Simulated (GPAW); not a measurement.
# Cd2S (P3m1) in GPAW: convergence with smearing width (eV)

Aim: find how far smearing width (eV) must go before the results for Cd2S settle, at PBE. This setting moves, with any that are tied to it; all else stays.

Program: GPAW 26.7.0. These are calculated values, not measurements. Logs are shortened: lines on timing, memory, paths and dates and some standing lists are left out, and cuts for length are marked. The log counts tension as positive stress, the text compression.

## (1) The crystal as given

Symmetry: P3m1, No. 156, trigonal system. The conventional cell has a = 3.963 Å, b = 3.963 Å, c = 5.809 Å, α = 90.00°, β = 90.00°, γ = 120.00°. Cd (site symmetry 3m) is surrounded by 1 S at 2.52 Å. Cd (site symmetry 3m) has 3 S at 2.60 Å as nearest neighbours. S (site symmetry 3m) has 4 Cd at 2.52 to 2.60 Å as nearest neighbours.

The cell comes from a database or a generator and needn't be the stable form of this composition.

## (2) With smearing width (eV) 0.5

Input file run.py:

```python
from ase import Atoms
from ase.dft.bandgap import bandgap
from ase.io import write
from ase.units import GPa
from gpaw import GPAW, PW

atoms = Atoms(['Cd', 'Cd', 'S'],
              cell=[[3.962670049, 0.0, 0.0],
                    [-1.9813350245, 3.4317729293, 0.0],
                    [0.0, 0.0, 5.809192]],
              scaled_positions=[[0.3333333333, 0.6666666667, 0.932717],
                                [0.6666666667, 0.3333333333, 0.578735],
                                [0.3333333333, 0.6666666667, 0.365705]],
              pbc=True)

calc = GPAW(mode=PW(600),
            xc='PBE',
            kpts={'size': (5, 5, 3), 'gamma': True},
            occupations={'name': 'methfessel-paxton', 'width': 0.5, 'order': 1},
            nbands=26,
            convergence={'density': 1e-05, 'energy': 1e-05},
            maxiter=100,
            txt='gpaw.txt')
atoms.calc = calc
energy = atoms.get_potential_energy()
forces = atoms.get_forces()
stress = atoms.get_stress()
calc.write('gs.gpw')
write('result.traj', atoms)
print(f'Energy: {energy:.6f} eV')
print('Forces (eV/A):')
print(forces.round(4))
print('Stress (GPa):', (stress / GPa).round(3))
print('Fermi level:', round(calc.get_fermi_level(), 4), 'eV')
print(f'Gap: {bandgap(calc)[0]:.4f} eV, direct: {bandgap(calc, direct=True)[0]:.4f} eV')
```

Potentials or basis: GPAW PAW data sets (gpaw-data 1.2.1), pw.

Started as:

```bash
OMP_NUM_THREADS=1 python run.py
```

gpaw.txt:

```text
__  _  _
 | _ |_)|_||  |
 |__||  | ||/\| - 26.7.0

Input parameters:
  mode=PW(ecut=600.0),
  convergence={'density': 1e-05, 'energy': 1e-05},
  kpts=MonkhorstPack(size=(5, 5, 3), gamma=True),
  maxiter=100,
  nbands=26,
  occupations=Occupations(name='methfessel-paxton', width=0.5, order=1),
  xc=XC(name='PBE')

Diagonalizing LCAO Hamiltonian
Converting LCAO to pw mode

        Cd

            Cd
        S

Atoms  # Å, Bohr magnetons
|   | symbol |         x |        y |        z |    initial magnetic moments |
|---|--------|-----------|----------|----------|-----------------------------|
| 0 |     Cd | -0.000000 | 2.287849 | 5.418332 | ( 0.0000,  0.0000,  0.0000) |
| 1 |     Cd |  1.981335 | 1.143924 | 3.361983 | ( 0.0000,  0.0000,  0.0000) |
| 2 |      S | -0.000000 | 2.287849 | 2.124451 | ( 0.0000,  0.0000,  0.0000) |

Unit cell  # Å
| periodic |         x |        y |        z |  lengths |     angles |
|----------|-----------|----------|----------|----------|------------|
|      yes |  3.962670 | 0.000000 | 0.000000 | 3.962670 |  90.000000 |
|      yes | -1.981335 | 3.431773 | 0.000000 | 3.962670 |  90.000000 |
|      yes |  0.000000 | 0.000000 | 5.809192 | 5.809192 | 120.000000 |

Number of symmetries: 6
Symmetry operations  # r_c * U_cc + t_c -> r_c
|   | kind |            matrix            |
|---|------|------------------------------|
| 0 |  σ   |  1, 1, 0,  0,-1, 0,  0, 0, 1 |
| 1 |  E   |  1, 0, 0,  0, 1, 0,  0, 0, 1 |
| 2 |  C3  |  0, 1, 0, -1,-1, 0,  0, 0, 1 |
| 3 |  σ   |  0,-1, 0, -1, 0, 0,  0, 0, 1 |
| 4 |  σ   | -1, 0, 0,  1, 1, 0,  0, 0, 1 |
| 5 |  C3  | -1,-1, 0,  1, 0, 0,  0, 0, 1 |

BZ-sampling:
  Number of BZ points: 75
  Number of IBZ points: 12

  Monkhorst-Pack size: [5, 5, 3]
  Monkhorst-Pack shift: [0, 0, 0]

K-points  # in reciprocal-cell coordinates
|     |                                coordinates |     weight |
|-----|--------------------------------------------|------------|
|   0 | (  0.00000000,   0.00000000,   0.00000000) | 0.01333333 |
|   1 | (  0.00000000,   0.00000000,   0.33333333) | 0.02666667 |
|   2 | (  0.20000000,   0.00000000,  -0.33333333) | 0.08000000 |
[... 110 lines left out ...]
xc functional:
  name: PBE with 2 nearest neighbor stencil

convergence criteria:
- Maximum integral of absolute [dens]ity change: 1e-05 electrons / valence electron
- Maximum [total energy] change in last 3 cyles: 1e-05 eV / valence electron
- Maximum integral of absolute [eigenst]ate change: 4e-08 eV^2 / valence electron
maximum number of iterations: 100

SCF iterations
|iter     | |      energy | eigst |  dens |
|---------|-|-------------|-------|-------|
|iter:   1| |   -7.382893 | -0.43 |       |
|iter:   2| |   -7.184178 | -2.22 | -1.24 |
|iter:   3| |   -6.639630 | -1.64 | -1.29 |
|iter:   4| |   -6.635289 | -3.30 | -1.76 |
|iter:   5| |   -6.635144 | -3.79 | -2.09 |
|iter:   6| |   -6.634892 | -4.73 | -2.93 |
|iter:   7| |   -6.634867c| -5.88 | -3.36 |
|iter:   8| |   -6.634871c| -6.58 | -3.78 |
|iter:   9| |   -6.634870c| -8.06c| -4.40 |
|iter:  10| |   -6.634870c| -8.29c| -4.89 |
|iter:  11| |   -6.634870c| -8.73c| -5.50c|

Converged in 11 steps
Energy contributions relative to reference atoms: (reference = -315203.856570)

Energy contributions:
  Kinetic:          19.349452
  Coulomb:         -17.102577
  Zero:              0.256491
  External:          0.000000
  Xc:               -9.160361
  Entropy:           0.033190
  Spinorbit:         0.000000
  ----------------------------
  Free energy:      -6.623807
  Extrapolated:     -6.634870

dipole moment: (-1.004815, 0.580109, 11.092932)  # |e|*Ang

Fermi level: 4.551
Eigenvalues  # (at kpt = [0.000, 0.000, 0.000])
| band index |      eig [eV] | occ [0-2] |
|------------|---------------|-----------|
|          0 |        -8.584 |     2.000 |
|        ... |               |           |
|          7 |        -3.868 |     2.000 |
|          8 |        -3.868 |     2.000 |
|          9 |        -3.506 |     2.000 |
|         10 |        -3.506 |     2.000 |
|         11 |        -0.364 |     2.000 |
|         12 |         0.408 |     2.000 |
[... 8 lines left out ...]
|         21 |        14.018 |    -0.000 |
|         22 |        14.487 |    -0.000 |
|        ... |               |           |
|         25 |        15.544 |    -0.000 |

Gap: 1.183 eV
Transition (v -> c):
  (s=0, k=11, n=14, [0.40, 0.40, 0.33]) -> (s=0, k=10, n=15, [0.40, 0.40, 0.00])
Direct/indirect transitions are different
Direct gap: 1.372 eV
Transition at: (s=0, k=11, n=14, [0.40, 0.40, 0.33])

Forces  # eV/Ang
|        x |        y |        z |
|----------|----------|----------|
|  0.00000 |  0.00000 |  0.02565 |  # Cd   0
| -0.00000 |  0.00000 | -0.03444 |  # Cd   1
| -0.00000 | -0.00000 |  0.00878 |  # S    2

Stress tensor  # eV/Ang^3
|         x |         y |         z |
|-----------|-----------|-----------|
|  0.003324 |  0.000000 |  0.000000 |
| -0.000000 |  0.003324 | -0.000000 |
|  0.000000 | -0.000000 |  0.006793 |

# Writing to gs.gpw (mode='')
```

It took 20 s on 1 thread of Arm Neoverse V1, shared host; peak memory 0.17 GiB.

Results:

```
Free energy            : -6.6238 eV
Pressure               : -0.7 GPa
Largest force          : 0.034 eV/Å
Band gap on the k mesh : 1.18 eV, indirect (least direct gap 1.37 eV)
```

## (3) With smearing width (eV) 0.3

Changes to run.py since step 2:

```diff
@@ -18,3 +18,3 @@
             kpts={'size': (5, 5, 3), 'gamma': True},
-            occupations={'name': 'methfessel-paxton', 'width': 0.5, 'order': 1},
+            occupations={'name': 'methfessel-paxton', 'width': 0.3, 'order': 1},
             nbands=26,
```

Potentials or basis: GPAW PAW data sets (gpaw-data 1.2.1), pw.

Started as:

```bash
OMP_NUM_THREADS=1 python run.py
```

Run time: 20 s. Hardware: 1 thread of Arm Neoverse V1, shared host; peak memory 0.17 GiB.

What came out:

* Free energy: -6.6288 eV
* Pressure: -0.6 GPa
* Largest force: 0.064 eV/Å
* Band gap on the k mesh: 1.18 eV, indirect (least direct gap 1.38 eV)

## (4) With smearing width (eV) 0.2

Changes to run.py since step 3:

```diff
@@ -18,3 +18,3 @@
             kpts={'size': (5, 5, 3), 'gamma': True},
-            occupations={'name': 'methfessel-paxton', 'width': 0.3, 'order': 1},
+            occupations={'name': 'methfessel-paxton', 'width': 0.2, 'order': 1},
             nbands=26,
```

Started as:

```bash
OMP_NUM_THREADS=1 python run.py
```

Wall time 19 s (1 thread of Arm Neoverse V1, shared host); peak memory 0.17 GiB.

The run converged. Its results:

* Free energy: -6.6323 eV
* Pressure: -0.6 GPa
* Largest force: 0.052 eV/Å
* Band gap on the k mesh: 1.18 eV, indirect (least direct gap 1.38 eV)

## (5) With smearing width (eV) 0.15

Changes to run.py since step 4:

```diff
@@ -18,3 +18,3 @@
             kpts={'size': (5, 5, 3), 'gamma': True},
-            occupations={'name': 'methfessel-paxton', 'width': 0.2, 'order': 1},
+            occupations={'name': 'methfessel-paxton', 'width': 0.15, 'order': 1},
             nbands=26,
```

Started as:

```bash
OMP_NUM_THREADS=1 python run.py
```

It took 19 s on 1 thread of Arm Neoverse V1, shared host; peak memory 0.17 GiB.

Results (log left out):

| Item | Value |
| --- | --- |
| Free energy | -6.6335 eV |
| Pressure | -0.6 GPa |
| Largest force | 0.046 eV/Å |
| Band gap on the k mesh | 1.18 eV, indirect (least direct gap 1.38 eV) |

## (6) With smearing width (eV) 0.1

Changes to run.py since step 5:

```diff
@@ -18,3 +18,3 @@
             kpts={'size': (5, 5, 3), 'gamma': True},
-            occupations={'name': 'methfessel-paxton', 'width': 0.15, 'order': 1},
+            occupations={'name': 'methfessel-paxton', 'width': 0.1, 'order': 1},
             nbands=26,
```

Potentials or basis: GPAW PAW data sets (gpaw-data 1.2.1), pw.

Started as:

```bash
OMP_NUM_THREADS=1 python run.py
```

It took 20 s on 1 thread of Arm Neoverse V1, shared host; peak memory 0.17 GiB.

Results (log left out):

```yaml
Free_energy: -6.6346 eV
Pressure: -0.7 GPa
Largest_force: 0.036 eV/Å
Band_gap_on_the_k_mesh: 1.18 eV, indirect (least direct gap 1.37 eV)
```

## (7) With smearing width (eV) 0.05

Changes to run.py since step 6:

```diff
@@ -18,3 +18,3 @@
             kpts={'size': (5, 5, 3), 'gamma': True},
-            occupations={'name': 'methfessel-paxton', 'width': 0.1, 'order': 1},
+            occupations={'name': 'methfessel-paxton', 'width': 0.05, 'order': 1},
             nbands=26,
```

Started as:

```bash
OMP_NUM_THREADS=1 python run.py
```

Run time: 19 s. Hardware: 1 thread of Arm Neoverse V1, shared host; peak memory 0.17 GiB.

It converged, with:

```yaml
Free_energy: -6.6350 eV
Pressure: -0.6 GPa
Largest_force: 0.040 eV/Å
Band_gap_on_the_k_mesh: 1.18 eV, indirect (least direct gap 1.37 eV)
```

## (8) With smearing width (eV) 0.025

Changes to run.py since step 7:

```diff
@@ -18,3 +18,3 @@
             kpts={'size': (5, 5, 3), 'gamma': True},
-            occupations={'name': 'methfessel-paxton', 'width': 0.05, 'order': 1},
+            occupations={'name': 'methfessel-paxton', 'width': 0.025, 'order': 1},
             nbands=26,
```

Started as:

```bash
OMP_NUM_THREADS=1 python run.py
```

It took 19 s on 1 thread of Arm Neoverse V1, shared host; peak memory 0.17 GiB.

It converged, with:

| Property | Result |
| --- | --- |
| Free energy | -6.6352 eV |
| Pressure | -0.6 GPa |
| Largest force | 0.041 eV/Å |
| Band gap on the k mesh | 1.18 eV, indirect (least direct gap 1.37 eV) |

## (9) With smearing width (eV) 0.01

Changes to run.py since step 8:

```diff
@@ -18,3 +18,3 @@
             kpts={'size': (5, 5, 3), 'gamma': True},
-            occupations={'name': 'methfessel-paxton', 'width': 0.025, 'order': 1},
+            occupations={'name': 'methfessel-paxton', 'width': 0.01, 'order': 1},
             nbands=26,
```

Potentials or basis: GPAW PAW data sets (gpaw-data 1.2.1), pw.

Started as:

```bash
OMP_NUM_THREADS=1 python run.py
```

Run time: 20 s. Hardware: 1 thread of Arm Neoverse V1, shared host; peak memory 0.17 GiB.

Results (log left out):

```
Free energy            : -6.6352 eV
Pressure               : -0.6 GPa
Largest force          : 0.041 eV/Å
Band gap on the k mesh : 1.18 eV, indirect (least direct gap 1.37 eV)
```

## (10) Summary

| smearing width (eV) | energy less the tightest run, at zero smearing (meV/atom) | pressure (GPa) | largest force (eV/Å) | SCF cycles | CPU time (s) | peak memory (GiB) |
| --- | --- | --- | --- | --- | --- | --- |
| 0.5 | 0.11 | -0.72 | 0.034 | 11 | 20 | 0.17 |
| 0.3 | 0.70 | -0.59 | 0.064 | 11 | 20 | 0.17 |
| 0.2 | 0.34 | -0.61 | 0.052 | 11 | 19 | 0.17 |
| 0.15 | 0.25 | -0.62 | 0.046 | 11 | 19 | 0.17 |
| 0.1 | 0.10 | -0.65 | 0.036 | 11 | 20 | 0.17 |
| 0.05 | 0.05 | -0.64 | 0.040 | 11 | 19 | 0.17 |
| 0.025 | 0.00 | -0.64 | 0.041 | 11 | 19 | 0.17 |
| 0.01 | 0.00 | -0.64 | 0.041 | 11 | 20 | 0.17 |

Against the tightest run, the energy stays within 1 meV/atom from 0.5 on; the pressure stays within 0.1 GPa from 0.5 on; the largest force stays within 0.005 eV/Å from 0.1 on. The tightest run that finished is the yardstick and may itself not be fully converged.

Caveats: this smearing can pin the Fermi level at a band edge; an odd mesh through Γ misses points on the zone boundary, where band edges often lie.
